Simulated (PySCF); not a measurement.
# CH8F2OSi3: the cost of one run

Computed with PySCF 2.14.0 and routines of our own; the level stands in each step. Atoms count from 0.

## 1. The starting structure

15 atoms, charge 0, multiplicity 1; geometry from: GFN2-xTB.

## 2. Magnetic properties: GIAO B3LYP/pcSseg-1

Job settings and geometry (Å):

```
{"job": {"kind": "mag", "xc": "B3LYP", "basis": "pcSseg-1", "isotopologues": 2}, "charge": 0, "multiplicity": 1}
F     -0.991799     1.786747    -0.160328
C     -1.971762     0.903840     0.267902
Si    -1.700451    -0.816631    -0.536730
O     -0.223382    -1.321841    -0.159320
Si     1.387701    -1.284531     0.153311
Si     2.059818     0.902163     0.382409
F      3.656247     0.808645     0.663172
H     -2.928020     1.354174    -0.005462
H     -1.900602     0.882571     1.358366
H     -2.641229    -1.758320     0.061367
H     -1.783443    -0.688273    -1.987797
H      1.489923    -2.130536     1.352273
H      1.964271    -2.033437    -0.972588
H      1.992634     1.772145    -0.788991
H      1.585681     1.631272     1.559088
```

Method: GIAO B3LYP/pcSseg-1 magnetisability, rotational g tensor and spin-rotation constants, non-relativistic, gas phase.

Command:

```bash
$ OMP_NUM_THREADS=1 python excited_run.py task.json out
```

The driver reads the jobs from task.json and runs them one after another.

Q: Estimate the wall time and peak memory of this first job on 1 thread of Intel Xeon Platinum 8488C, shared host.

About 32 s, with a peak of 0.84 GiB.
